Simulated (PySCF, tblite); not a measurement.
# C₃H₉NOSi₂− (doublet): geometry, infrared bands and EPR parameters

What infrared bands and EPR parameters should C₃H₉NOSi₂− (doublet) (`[O-][CH]N[SiH]1C[SiH2]C1`) show?

Computed with tblite 0.8.0 and PySCF 2.14.0, with density-fitted response routines of our own, on a single molecule in the gas phase. Atoms count from 0, in the outputs and in this text.

**1. The starting structure**

16 atoms, charge -1, multiplicity 2; geometry from: force field or distance geometry start.

Bonds of the start (Å): O0–C1 1.26, C1–N2 1.44, N2–Si3 1.69, Si3–C4 1.89, C4–Si5 1.89, Si5–C6 1.89, C6–Si3 1.90, C1–H7 1.09, N2–H8 1.02, Si3–H9 1.48, C4–H10 1.10, C4–H11 1.09, Si5–H12 1.48, Si5–H13 1.48, C6–H14 1.10, C6–H15 1.09.

**2. Optimising the geometry with GFN2-xTB**

The job: settings as JSON, then the geometry in Å.

```
{"job": {"kind": "relax", "xc": "GFN2-xTB", "basis": "xTB"}, "charge": -1, "multiplicity": 2}
O      3.514900    -0.504700     0.994400
C      2.536000     0.165600     0.559100
N      1.805600    -0.499000    -0.482400
Si     0.146100    -0.445700    -0.773200
C     -0.633300     1.270400    -0.678900
Si    -2.099600     0.404000     0.141200
C     -0.922200    -0.963200     0.707800
H      2.263000     1.138900     0.965300
H      2.199300    -1.432600    -0.544800
H     -0.216900    -1.188100    -2.002100
H     -0.849000     1.731100    -1.653700
H     -0.113900     1.971700    -0.031900
H     -3.119900    -0.068300    -0.820700
H     -2.720600     1.177400     1.242100
H     -0.467500    -0.770600     1.686900
H     -1.329500    -1.977900     0.679500
```

Started as:

```console
$ OMP_NUM_THREADS=1 python probes_run.py task.json out
```

The driver reads the jobs from task.json and runs them one after another.

Log:

```text
step      E/eV     max force
  0    -586.62090    1.954
  1    -586.75520    0.928
  2    -586.84441    0.896
  3    -586.91949    0.862
  4    -586.99553    0.688
  5    -587.02806    0.600
  6    -587.05353    0.458
  7    -587.07959    0.409
  8    -587.10667    0.447
  9    -587.13131    0.382
 10    -587.15032    0.377
 11    -587.16444    0.304
 12    -587.17725    0.382
 13    -587.18767    0.243
 14    -587.19372    0.221
 15    -587.19815    0.178
 16    -587.20271    0.233
 17    -587.20709    0.196
 18    -587.21145    0.240
 19    -587.21660    0.247
 20    -587.22379    0.280
 21    -587.23312    0.347
 22    -587.24216    0.265
 23    -587.24828    0.163
 24    -587.25297    0.182
 25    -587.25858    0.231
 26    -587.26506    0.263
 27    -587.27171    0.301
 28    -587.27720    0.219
 29    -587.28075    0.226
 30    -587.28338    0.295
 31    -587.28631    0.120
 32    -587.28891    0.104
 33    -587.29079    0.129
 34    -587.29308    0.140
 35    -587.29483    0.112
 36    -587.29637    0.081
 37    -587.29774    0.140
 38    -587.29962    0.188
 39    -587.30183    0.162
 40    -587.30392    0.109
 41    -587.30560    0.122
 42    -587.30708    0.124
 43    -587.30846    0.134
 44    -587.30959    0.089
 45    -587.31044    0.085
 46    -587.31115    0.073
 47    -587.31177    0.064
 48    -587.31225    0.049
 49    -587.31255    0.046
 50    -587.31278    0.048
 51    -587.31303    0.049
 52    -587.31337    0.064
 53    -587.31381    0.067
 54    -587.31440    0.083
 55    -587.31523    0.098
 56    -587.31631    0.104
 57    -587.31755    0.097
 58    -587.31878    0.105
 59    -587.32000    0.099
 60    -587.32135    0.124
 61    -587.32263    0.096
 62    -587.32380    0.076
 63    -587.32465    0.073
 64    -587.32545    0.078
 65    -587.32675    0.094
 66    -587.32847    0.119
 67    -587.33021    0.102
 68    -587.33138    0.080
 69    -587.33201    0.060
 70    -587.33253    0.063
 71    -587.33325    0.067
 72    -587.33420    0.091
 73    -587.33518    0.124
 74    -587.33655    0.127
 75    -587.33813    0.073
 76    -587.33896    0.064
 77    -587.33960    0.072
 78    -587.34035    0.078
 79    -587.34098    0.073
 80    -587.34148    0.062
 81    -587.34178    0.035
 82    -587.34194    0.030
 83    -587.34208    0.033
 84    -587.34222    0.036
 85    -587.34244    0.030
 86    -587.34257    0.022
 87    -587.34265    0.019
 88    -587.34270    0.019
 89    -587.34275    0.019
 90    -587.34279    0.019
 91    -587.34285    0.017
 92    -587.34291    0.019
 93    -587.34297    0.020
 94    -587.34303    0.019
 95    -587.34306    0.016
 96    -587.34309    0.014
 97    -587.34312    0.014
 98    -587.34316    0.013
 99    -587.34321    0.016
100    -587.34325    0.016
101    -587.34327    0.013
102    -587.34329    0.011
103    -587.34330    0.011
104    -587.34331    0.008
```

Run time: 0.9 s. Hardware: 1 thread of Arm Neoverse V1, shared host.

Along the way: (not every step is listed)

```tsv
step	energy from step 0 (eV)	largest force (eV/Å)
0	0.0000	1.9542
1	-0.1343	0.9279
2	-0.2235	0.8964
3	-0.2986	0.8623
4	-0.3746	0.6876
5	-0.4072	0.6005
6	-0.4326	0.4582
7	-0.4587	0.4090
8	-0.4858	0.4469
17	-0.5862	0.1960
26	-0.6442	0.2627
35	-0.6739	0.1120
44	-0.6887	0.0891
53	-0.6929	0.0666
62	-0.7029	0.0760
71	-0.7124	0.0674
80	-0.7206	0.0616
89	-0.7219	0.0193
98	-0.7223	0.0135
99	-0.7223	0.0161
100	-0.7224	0.0156
101	-0.7224	0.0130
102	-0.7224	0.0114
103	-0.7224	0.0114
104	-0.7224	0.0083
```

Distances of close pairs at the start and the end, largest changes first:

```tsv
bond	before (Å)	after (Å)	change (Å)
C1–N2	1.435	1.359	-0.076
Si3–C4	1.887	1.941	+0.053
N2–Si3	1.686	1.732	+0.046
Si3–C6	1.898	1.941	+0.043
C4–Si5	1.890	1.930	+0.040
Si5–C6	1.891	1.931	+0.040
O0–C1	1.264	1.250	-0.014
Si5–H13	1.482	1.469	-0.013
```

The end geometry stands in the next job.

**3. Infrared spectrum with GFN2-xTB**

The job: settings as JSON, then the geometry in Å.

```
{"job": {"kind": "ir", "xc": "GFN2-xTB", "basis": "xTB"}, "charge": -1, "multiplicity": 2}
O      3.605728     0.148025     1.105820
C      2.399599     0.145634     0.778354
N      1.889269    -0.531555    -0.283956
Si     0.241931    -0.621013    -0.811063
C     -0.683316     1.079029    -0.951937
Si    -1.983921     0.633282     0.402951
C     -1.086807    -1.071709     0.530452
H      1.634295     0.705692     1.334774
H      2.595440    -1.049069    -0.784959
H      0.304576    -1.473715    -2.009724
H     -1.114939     1.280624    -1.936124
H     -0.068511     1.949837    -0.714067
H     -3.376099     0.568186    -0.077799
H     -1.970194     1.464730     1.613507
H     -0.679443    -1.290431     1.520059
H     -1.715206    -1.928603     0.272300
```

Log:

```text
mode    cm-1     km/mol
  1      44.1      2.57
  2      65.8      2.33
  3     100.3      1.22
  4     138.5      4.31
  5     154.3      2.25
  6     269.8      6.13
  7     301.8      7.00
  8     342.3      9.62
  9     355.8      3.56
 10     409.1     61.84
 11     430.3     34.72
 12     469.1     24.01
 13     481.9      7.06
 14     541.6      6.23
 15     563.1     44.40
 16     565.6     49.06
 17     638.7     72.66
 18     646.4    165.80
 19     686.2     79.22
 20     725.7     43.40
 21     728.2      3.25
 22     805.8    136.94
 23     880.1      9.34
 24     916.2      0.02
 25     958.5      3.41
 26    1077.6      6.69
 27    1087.9      0.12
 28    1133.0    556.87
 29    1245.9     12.79
 30    1356.2     87.63
 31    1490.2      0.19
 32    1493.8      2.98
 33    1632.7   1220.08
 34    2111.7    387.76
 35    2134.4    647.43
 36    2170.7    244.86
 37    2799.6    136.01
 38    2918.6     37.18
 39    2926.3    200.14
 40    2942.9     72.32
 41    2948.4     19.02
 42    3445.3      4.75
```

Wall time 0.69 s (1 thread of Arm Neoverse V1, shared host).

The strongest bands and the atoms that carry them (share of the mass-weighted mode):

```tsv
cm⁻¹	km/mol	atoms
646	165.8	C4 27 %, C6 26 %, Si5 21 %, Si3 14 %
806	136.9	H12 44 %, H13 44 %
1133	556.9	N2 50 %, C1 31 %, O0 11 %
1633	1220.1	C1 62 %, O0 25 %
2112	387.8	H12 86 %
2134	647.4	H9 91 %
2171	244.9	H13 90 %
2926	200.1	H10 50 %, H15 33 %
```

**4. g tensor and hyperfine couplings: B3LYP/pcH-1**

The job, as its differences from that of step 3:

```diff
@@ -1,2 +1,2 @@
-{"job": {"kind": "ir", "xc": "GFN2-xTB", "basis": "xTB"}, "charge": -1, "multiplicity": 2}
+{"job": {"kind": "epr", "basis": "pcH-1"}, "charge": -1, "multiplicity": 2}
 O      3.605728     0.148025     1.105820
```

With the program's defaults for keys left out, this is: UKS B3LYP, pcH-1 on C H N O Si, non-relativistic, mean-field spin-orbit, GIAO.

Log:

```text
UKS, coarse grid
  cycle   1  E = -828.44438477  |g| = 7.97e-01
  cycle   2  E = -823.88525446  |g| = 2.29e+00
  cycle   3  E = -828.53446469  |g| = 5.37e-01
  cycle   4  E = -828.71189561  |g| = 2.24e-01
  cycle   5  E = -828.72774834  |g| = 1.34e-01
  cycle   6  E = -828.73568799  |g| = 6.49e-02
  cycle   7  E = -828.73826202  |g| = 2.46e-02
  cycle   8  E = -828.73838919  |g| = 1.58e-02
  cycle   9  E = -828.73857621  |g| = 4.84e-03
  cycle  10  E = -828.73859342  |g| = 1.68e-03
  cycle  11  E = -828.73859589  |g| = 1.34e-03
  cycle  12  E = -828.73859789  |g| = 2.10e-04
UKS, final grid
  cycle   1  E = -828.73855939  |g| = 4.58e-04
  cycle   2  E = -828.73855864  |g| = 1.18e-03
  cycle   3  E = -828.73855952  |g| = 1.10e-04
  cycle   4  E = -828.73855953  |g| = 3.21e-05
  cycle   5  E = -828.73855953  |g| = 2.01e-05
E = -828.73855953 Eh   <S^2> = 0.7560 (exact 0.7500)
g shifts (ppm)      1          2          3
  rmc          -144       -144       -144
  gc             -8         53         57
  oz_so         -35       3757       5770
  total        -188       3666       5683
hyperfine (MHz)  atom isotope    a_iso     a_fc   dipolar eigenvalues
    0   17O     -13.38     -13.42    -49.09     23.62     25.47
    1   13C      21.55      21.59    -23.78    -22.01     45.79
    2   14N      -6.51      -6.50     -4.25      1.86      2.39
    3  29Si     -23.69     -24.37    -40.61     19.86     20.75
    4   13C     161.88     161.90     -5.12      0.63      4.49
    5  29Si     -13.04     -13.51    -32.88     16.36     16.52
    6   13C     164.35     164.37     -5.24      0.72      4.52
    7    1H     -21.01     -21.03    -10.24     -0.71     10.96
    8    1H       3.24       3.24     -2.51     -1.54      4.05
    9    1H     -21.63     -21.64     -6.01      1.74      4.27
   10    1H      -0.02      -0.01     -3.73     -0.03      3.76
   11    1H      -2.34      -2.34     -2.30      0.86      1.44
   12    1H     -18.54     -18.55     -5.28      1.12      4.17
   13    1H     -18.78     -18.80     -5.01      0.96      4.05
   14    1H      -2.07      -2.06     -2.42      0.85      1.57
   15    1H      -0.44      -0.43     -3.74      0.07      3.67
```

Run time: 2 min. Hardware: 1 thread of Arm Neoverse V1, shared host; peak memory 0.97 GiB.

Principal g values 2.00213, 2.00599, 2.00800; g(iso) = 2.00537, against 2.00232 for a free electron.

Hyperfine couplings; where a row names several nuclei, a(iso) is their mean (it holds for fast rotation or exchange) and the dipolar term the largest among them:

```tsv
nuclei	isotope	a(iso) (MHz)	a(iso) (G, at g = 2.0023)	largest dipolar term (MHz)
C4, C6	13C	163.1	58.2	-5.2
Si3	29Si	-23.7	-8.5	-40.6
H9	1H	-21.6	-7.7	-6.0
C1	13C	21.5	7.7	45.8
H7	1H	-21.0	-7.5	11.0
H13	1H	-18.8	-6.7	-5.0
H12	1H	-18.5	-6.6	-5.3
O0	17O	-13.4	-4.8	-49.1
Si5	29Si	-13.0	-4.7	-32.9
N2	14N	-6.5	-2.3	-4.2
H8	1H	3.2	1.2	4.1
H11, H14	1H	-2.2	-0.8	-2.4
H10, H15	1H	-0.2	-0.1	3.8
```

Mulliken spin populations:

O0 0.13; C1 0.25; N2 -0.06; Si3 0.39; C4 -0.01; Si5 0.43; C6 -0.01; H7 -0.02; H8 0.00; H9 -0.03; H10 0.00; H11 -0.02; H12 -0.02; H13 -0.02; H14 -0.02; H15 0.00

In first order the couplings over 0.8 MHz of 1H, 14N give 288 distinct lines over 35.9 G, if the averaged nuclei exchange fast; the same motion can average rows kept apart here too.

The fields below are evaluated on a grid from the run's orbitals.

ELF in a plane through or near 6 of the atoms.

Ten even steps from '0' (0.00) to '9' (1.00):
```
0000000000000000000000000000
0000000000000000000000000000
0000000000001100000000000000
0000000000146631000000000000
0000000000168851000000000000
0000000000058851000000000000
0000003651036642000000000000
0000017996530125300003430000
0000001686771326422379993000
0000320164572144331699996000
0003786358510111237199997000
0003887732510001268279994000
0003865748994000243432210000
0001688417997000699961000000
0000365203993001799981000000
0000010000210000599961000000
0000000000000000266520000000
0000000000000000000000000000
0000000000000000000000000000
0000000000000000000000000000
```
The map spans 12.4 Å across and 10.0 Å up, centred on the molecule. Atoms in the plane (x, y in Å): O0 (-3.6, -1.1), C1 (-2.4, -0.8), N2 (-1.9, 0.4), Si5 (2.0, -0.6), H7 (-1.6, -1.5), H12 (3.4, -0.1).

On the surface of density 0.002 e/bohr³ the electrostatic potential runs, from the 1st to the 99th percentile, from -5.40 V near O0 to -2.18 V near H8.

The spin density lies nearest to C1 16 %; Si3, Si5 about 12 % each; O0 12 %; H9, H12, H13 about 7 % each.

**5. Summary of results**

| quantity | value |
| --- | --- |
| strongest single infrared mode (GFN2-xTB) | 1633 cm⁻¹, 1220 km/mol |
| zero-point energy (GFN2-xTB) | 67.4 kcal/mol |
| g(iso) (B3LYP) | 2.00537 |
| ⟨S²⟩ | 0.756 (exact 0.75) |
| largest a(iso) (averaged by class) | 13C on C4, C6, 163.1 MHz |

**Reading.** Relaxing lowered the energy by 0.722 eV in 104 steps; the close pair that moved most is C1–N2, from 1.435 to 1.359 Å. No mode is imaginary among the 42: a minimum at this level. The strongest single mode, at 1633 cm⁻¹, moves mainly C1. GFN2-xTB is a fitted tight-binding method: band positions and strengths are rough. Its intensities can rank the bands wrongly. The largest spin populations lie on Si5 (0.43 e), Si3 (0.39 e). The isotropic g lies 3.1 ppt above the free-electron value. The records flag this anion as possibly unbound in the gas phase, so the basis may hold the extra electron.
